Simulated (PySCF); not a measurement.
**C₃H₁₀BN: electronic excitations and core binding energies**

Aim: predict the electronic excitations and core binding energies of C₃H₁₀BN (`C=CC[BH2-][NH3+]`).

Programs: PySCF 2.14.0, with density-fitted response routines of our own. Each step states its level of theory. These are calculated values for one molecule in the gas phase, unless marked as measured. Atoms are numbered from 0 throughout.

**1. Starting geometry**

15 atoms, charge 0, multiplicity 1; geometry from: GFN2-xTB.

Bonds of the start (Å): C0–C1 1.32, C1–C2 1.49, C2–B3 1.64, B3–N4 1.66, C0–H5 1.08, C0–H6 1.08, C1–H7 1.08, C2–H8 1.10, C2–H9 1.09, B3–H10 1.19, B3–H11 1.19, N4–H12 1.01, N4–H13 1.01, N4–H14 1.01.

**2. Ultraviolet spectrum: CAM-B3LYP/def2-SVPD**

Job settings and geometry (Å):

```
{"job": {"kind": "uv", "xc": "CAM-B3LYP", "basis": "def2-SVPD", "nstates": 8, "ntriplets": 3}, "charge": 0, "multiplicity": 1}
C      2.617020    -0.341203    -0.393096
C      1.592826     0.188773     0.252497
C      0.281384     0.542150    -0.352507
B     -0.913302    -0.434289     0.199623
N     -2.268200     0.077766    -0.604019
H      3.535962    -0.607449     0.103210
H      2.577947    -0.537258    -1.453132
H      1.665980     0.363500     1.319066
H      0.057639     1.584761    -0.098402
H      0.368627     0.481800    -1.442224
H     -0.771659    -1.573941    -0.112975
H     -1.153892    -0.284842     1.356192
H     -3.064230    -0.483679    -0.323096
H     -2.101497    -0.021551    -1.599445
H     -2.429019     1.053452    -0.379259
```

With the program's defaults for keys left out, this is: TDDFT CAM-B3LYP/def2-SVPD, vertical, gas phase, core orbitals frozen in the response.

Command:

```console
$ OMP_NUM_THREADS=1 python probes_run.py task.json out
```

One launch serves the whole session: the jobs run in the order shown.

Output:

```text
coarse grid: 11608 points
cycle   1  E = -199.5807663747  dE =  4.421e-01  |g| = 4.030e-01  |ddm| = 6.042e+00
cycle   2  E = -199.6102313654  dE = -2.946e-02  |g| = 2.996e-01  |ddm| = 1.354e+00
cycle   3  E = -199.6353420496  dE = -2.511e-02  |g| = 4.343e-02  |ddm| = 6.826e-01
cycle   4  E = -199.6357158997  dE = -3.739e-04  |g| = 2.461e-02  |ddm| = 1.149e-01
cycle   5  E = -199.6358654698  dE = -1.496e-04  |g| = 5.250e-03  |ddm| = 4.307e-02
cycle   6  E = -199.6358724318  dE = -6.962e-06  |g| = 1.346e-03  |ddm| = 1.159e-02
final grid: 109544 points
cycle   7  E = -199.6710542815  dE = -3.916e-05  |g| = 4.167e-03  |ddm| = 9.813e-02
cycle   8  E = -199.6710552629  dE = -9.814e-07  |g| = 3.837e-03  |ddm| = 1.782e-02
cycle   9  E = -199.6710586594  dE = -3.396e-06  |g| = 2.377e-04  |ddm| = 5.653e-03
cycle  10  E = -199.6710586691  dE = -9.734e-09  |g| = 1.709e-04  |ddm| = 8.927e-04
cycle  11  E = -199.6710586763  dE = -7.158e-09  |g| = 1.516e-05  |ddm| = 3.645e-04
cycle  12  E = -199.6710586764  dE = -9.175e-11  |g| = 7.658e-06  |ddm| = 8.098e-05
converged SCF energy = -199.6710586764

Static polarisability (au): isotropic 66.275, principal 56.097 59.819 82.907

Singlet excitations
state   eV       nm        f      main configurations
  1   5.8057    213.6   0.00169   H->L 0.92
  2   6.6459    186.6   0.00418   H-1->L 0.97
  3   6.7465    183.8   0.06925   H->L+1 0.46, H->L+2 0.39
  4   6.9741    177.8   0.26932   H->L+4 0.39, H->L+1 0.21, H->L+3 0.18
  5   7.1733    172.8   0.03844   H->L+3 0.59, H->L+6 0.18, H->L+2 0.12
  6   7.4109    167.3   0.08236   H->L+4 0.44, H->L+1 0.19, H->L+2 0.12
  7   7.5977    163.2   0.00772   H-2->L 0.83
  8   7.7707    159.6   0.00609   H->L+5 0.69

Triplet excitations (Tamm-Dancoff, eV): 4.4024 5.7585 6.5279
```

Run time: 44 s. Hardware: 1 thread of Arm Neoverse N1, shared host; peak memory 0.76 GiB.

The orbitals next to the gap, with their largest atomic shares:

```csv
orbital,eV,atoms
HOMO−3,-10.31,"C1 25 %, C2 19 %, C0 16 %"
HOMO−2,-9.82,"B3 25 %, C2 24 %, C1 13 %"
HOMO−1,-9.21,"B3 36 %, H11 20 %, H10 18 %"
HOMO,-7.66,"C0 34 %, C1 27 %, C2 14 %"
LUMO,0.37,"B3 25 %, H12 16 %, H14 15 %"
LUMO+1,1.90,"H12 14 %, C2 12 %, H8 10 %"
LUMO+2,2.07,"B3 30 %, C0 12 %, H13 7 %"
```

With each of the 8 states as a Gaussian band of 0.4 eV half-width at 1/e, the curve within the window shown has maxima at 178 nm (ε 15,000) L/(mol cm). Beyond the last state computed it falls off for lack of states. The curve at chosen wavelengths:

nm, ε (L/mol/cm) and a bar:
```
      154        453 #
      157       1151 ##
      161       2960 ######
      164       5031 ##########
      167       7636 ###############
      171      11531 #######################
      174      14026 ############################
      178      15292 ##############################
      181      14194 ############################
      184      11715 #######################
      188       7651 ###############
      191       4952 ##########
      194       2936 ######
      198       1302 ###
      201        665 #
      204        336 #
      208        154 
      211        105 
      214         83 
      218         67 
      221         56 
      225         41 
      228         31 
      231         22 
      235         13 
      238          8
```

Ground-state properties from the same run:

```csv
property,computed
dipole moment (D),5.75
polarisability (Å³),9.82
HOMO–LUMO gap (eV),8.03
−ε(HOMO) (eV),7.66
```

**3. X-ray photoelectron lines: SCAN, X2C**

The job, as its differences from that of step 2:

```diff
@@ -1,2 +1,2 @@
-{"job": {"kind": "uv", "xc": "CAM-B3LYP", "basis": "def2-SVPD", "nstates": 8, "ntriplets": 3}, "charge": 0, "multiplicity": 1}
+{"job": {"kind": "xps"}, "charge": 0, "multiplicity": 1}
 C      2.617020    -0.341203    -0.393096
```

Method: delta-SCF UKS SCAN, pcX-2 on the ionised atom, pcseg-1 elsewhere, spin-free X2C.

Output:

```text
ground state, core basis on atom 0 (C), 151 functions
  cycle   1  E = -199.76569110  |g| = 5.88e-01
  cycle   2  E = -199.70893846  |g| = 7.47e-01
  cycle   3  E = -199.87033153  |g| = 9.90e-02
  cycle   4  E = -199.87191385  |g| = 6.75e-02
  cycle   5  E = -199.87309851  |g| = 9.63e-03
  cycle   6  E = -199.87312409  |g| = 3.39e-03
  cycle   7  E = -199.87312577  |g| = 6.40e-04
  cycle   8  E = -199.87312689  |g| = 1.53e-04
  E(ground) = -199.88346552 Eh
hole in C 1s of atom 0
  cycle   1  E = -188.67509068  |g| = 1.51e+00
  cycle   2  E = -187.81652386  |g| = 1.87e+00
  cycle   3  E = -189.14637747  |g| = 4.47e-01
  cycle   4  E = -189.20688784  |g| = 2.76e-01
  cycle   5  E = -189.25021524  |g| = 6.32e-02
  cycle   6  E = -189.25177724  |g| = 2.36e-02
  cycle   7  E = -189.25205496  |g| = 8.21e-03
  cycle   8  E = -189.25210139  |g| = 1.98e-03
  cycle   9  E = -189.25210567  |g| = 1.29e-03
  cycle  10  E = -189.25210795  |g| = 5.97e-04
  cycle  11  E = -189.25210767  |g| = 2.28e-04
  E(ion) = -189.26214368 Eh   <S^2> = 0.7778   hole on atom = 1.000   binding energy = 289.021 eV
ground state, core basis on atom 1 (C), 151 functions
  cycle   1  E = -199.87312649  |g| = 6.34e-02
  cycle   2  E = -199.87227719  |g| = 6.43e-02
  cycle   3  E = -199.87300891  |g| = 3.73e-02
  cycle   4  E = -199.87338123  |g| = 6.04e-03
  cycle   5  E = -199.87339134  |g| = 5.31e-04
  cycle   6  E = -199.87339134  |g| = 1.60e-04
  E(ground) = -199.88373653 Eh
hole in C 1s of atom 1
  cycle   1  E = -188.65533473  |g| = 1.51e+00
  cycle   2  E = -187.71558035  |g| = 1.96e+00
  cycle   3  E = -189.15831859  |g| = 3.89e-01
  cycle   4  E = -189.21814833  |g| = 1.53e-01
  cycle   5  E = -189.22826790  |g| = 5.04e-02
  cycle   6  E = -189.22947143  |g| = 2.15e-02
  cycle   7  E = -189.22976248  |g| = 1.31e-02
  cycle   8  E = -189.22995064  |g| = 6.75e-03
  cycle   9  E = -189.23006324  |g| = 5.94e-03
  cycle  10  E = -189.23019877  |g| = 3.90e-03
  cycle  11  E = -189.23022916  |g| = 2.21e-03
  cycle  12  E = -189.23024342  |g| = 1.21e-03
  cycle  13  E = -189.23024620  |g| = 4.69e-04
  E(ion) = -189.24008581 Eh   <S^2> = 0.8370   hole on atom = 1.000   binding energy = 289.628 eV
ground state, core basis on atom 2 (C), 151 functions
  cycle   1  E = -199.87073835  |g| = 6.00e-02
  cycle   2  E = -199.87050762  |g| = 3.74e-02
  cycle   3  E = -199.87054346  |g| = 3.48e-02
  cycle   4  E = -199.87085449  |g| = 9.11e-03
  cycle   5  E = -199.87087641  |g| = 4.20e-04
  cycle   6  E = -199.87087558  |g| = 1.09e-04
  E(ground) = -199.88116438 Eh
hole in C 1s of atom 2
  cycle   1  E = -188.67521668  |g| = 1.51e+00
  cycle   2  E = -187.95549151  |g| = 1.84e+00
  cycle   3  E = -189.15510438  |g| = 4.28e-01
  cycle   4  E = -189.17895305  |g| = 3.39e-01
  cycle   5  E = -189.24298819  |g| = 5.50e-02
  cycle   6  E = -189.24421041  |g| = 1.76e-02
  cycle   7  E = -189.24436839  |g| = 6.11e-03
  cycle   8  E = -189.24439369  |g| = 2.10e-03
  cycle   9  E = -189.24439830  |g| = 1.47e-03
  cycle  10  E = -189.24440268  |g| = 9.59e-04
  cycle  11  E = -189.24440607  |g| = 7.24e-04
  cycle  12  E = -189.24440922  |g| = 5.82e-04
  cycle  13  E = -189.24441411  |g| = 3.60e-04
  E(ion) = -189.25362555 Eh   <S^2> = 0.7691   hole on atom = 1.000   binding energy = 289.190 eV
ground state, core basis on atom 3 (B), 151 functions
  cycle   1  E = -199.86460573  |g| = 4.98e-02
  cycle   2  E = -199.86451563  |g| = 2.96e-02
  cycle   3  E = -199.86466651  |g| = 1.81e-02
  cycle   4  E = -199.86475099  |g| = 6.59e-03
  cycle   5  E = -199.86476326  |g| = 9.42e-04
  cycle   6  E = -199.86476235  |g| = 2.01e-04
  E(ground) = -199.87594988 Eh
hole in B 1s of atom 3
  cycle   1  E = -192.32466441  |g| = 1.18e+00
  cycle   2  E = -190.39623948  |g| = 2.01e+00
  cycle   3  E = -192.57333058  |g| = 5.47e-01
  cycle   4  E = -192.71247436  |g| = 2.48e-01
  cycle   5  E = -192.73962708  |g| = 8.08e-02
  cycle   6  E = -192.74226320  |g| = 2.74e-02
  cycle   7  E = -192.74261272  |g| = 1.03e-02
  cycle   8  E = -192.74265138  |g| = 7.58e-03
  cycle   9  E = -192.74268925  |g| = 1.94e-03
  cycle  10  E = -192.74269888  |g| = 1.35e-03
  cycle  11  E = -192.74270690  |g| = 1.16e-03
  cycle  12  E = -192.74271272  |g| = 1.05e-03
  cycle  13  E = -192.74272299  |g| = 8.96e-04
  cycle  14  E = -192.74273886  |g| = 6.35e-04
  cycle  15  E = -192.74274044  |g| = 4.21e-04
  E(ion) = -192.75501559 Eh   <S^2> = 0.7755   hole on atom = 1.000   binding energy = 193.770 eV
ground state, core basis on atom 4 (N), 151 functions
  cycle   1  E = -199.88367360  |g| = 7.21e-02
  cycle   2  E = -199.88367156  |g| = 9.73e-03
  cycle   3  E = -199.88365137  |g| = 1.36e-02
  cycle   4  E = -199.88369442  |g| = 1.38e-03
  cycle   5  E = -199.88369396  |g| = 3.76e-04
  E(ground) = -199.89219887 Eh
hole in N 1s of atom 4
  cycle   1  E = -184.21358964  |g| = 1.85e+00
  cycle   2  E = -177.62185084  |g| = 3.29e+00
  cycle   3  E = -183.91690194  |g| = 1.18e+00
  cycle   4  E = -184.78155117  |g| = 4.33e-01
  cycle   5  E = -184.86438096  |g| = 2.14e-01
  cycle   6  E = -184.87848778  |g| = 1.42e-01
  cycle   7  E = -184.88943410  |g| = 2.86e-02
  cycle   8  E = -184.88985086  |g| = 7.75e-03
  cycle   9  E = -184.88988184  |g| = 1.84e-03
  cycle  10  E = -184.88988389  |g| = 8.82e-04
  cycle  11  E = -184.88988420  |g| = 2.90e-04
  E(ion) = -184.89805256 Eh   <S^2> = 0.7644   hole on atom = 1.000   binding energy = 408.012 eV
```

Wall time 2 min (1 thread of Arm Neoverse N1, shared host); peak memory 0.64 GiB.

The holes in one table. −ε is the ground-state orbital energy:

```
     hole  stands for                       environment  ΔSCF (eV)  −ε (eV)   ⟨S²⟩
C1s on C0          C0              terminal =CH2 carbon     289.02    272.4  0.778
C1s on C1          C1                         alkene CH     289.63    272.9  0.837
C1s on C2          C2       allylic sp3 CH2 bonded to B     289.19    272.3  0.769
B1s on B3          B3         boron bonded to C, N, 2 H     193.77    178.2  0.776
N1s on N4          N4  donor nitrogen of a Lewis adduct     408.01    388.3  0.764
```

**4. Results**

```
                                quantity                               value
    lowest singlet (CAM-B3LYP/def2-SVPD)         5.81 eV (214 nm), f = 0.002
brightest single state of those computed         state 4, 6.97 eV, f = 0.269
                          lowest triplet                             4.40 eV
        C1s binding energies, SCAN/pcX-2  C1 289.63, C2 289.19, C0 289.02 eV
        B1s binding energies, SCAN/pcX-2                        B3 193.77 eV
        N1s binding energies, SCAN/pcX-2                        N4 408.01 eV
```

In words: The lowest singlet, at 5.81 eV, is HOMO→LUMO 0.92 and is weak; of the 8 states computed, the strongest absorption comes from state 4 at 6.97 eV. The lowest triplet lies 1.40 eV below the lowest singlet (triplets in Tamm-Dancoff, singlets in full TDDFT). The C1s levels kept as sound span 0.61 eV, from C0 (terminal =CH2 carbon) up to C1 (alkene CH).
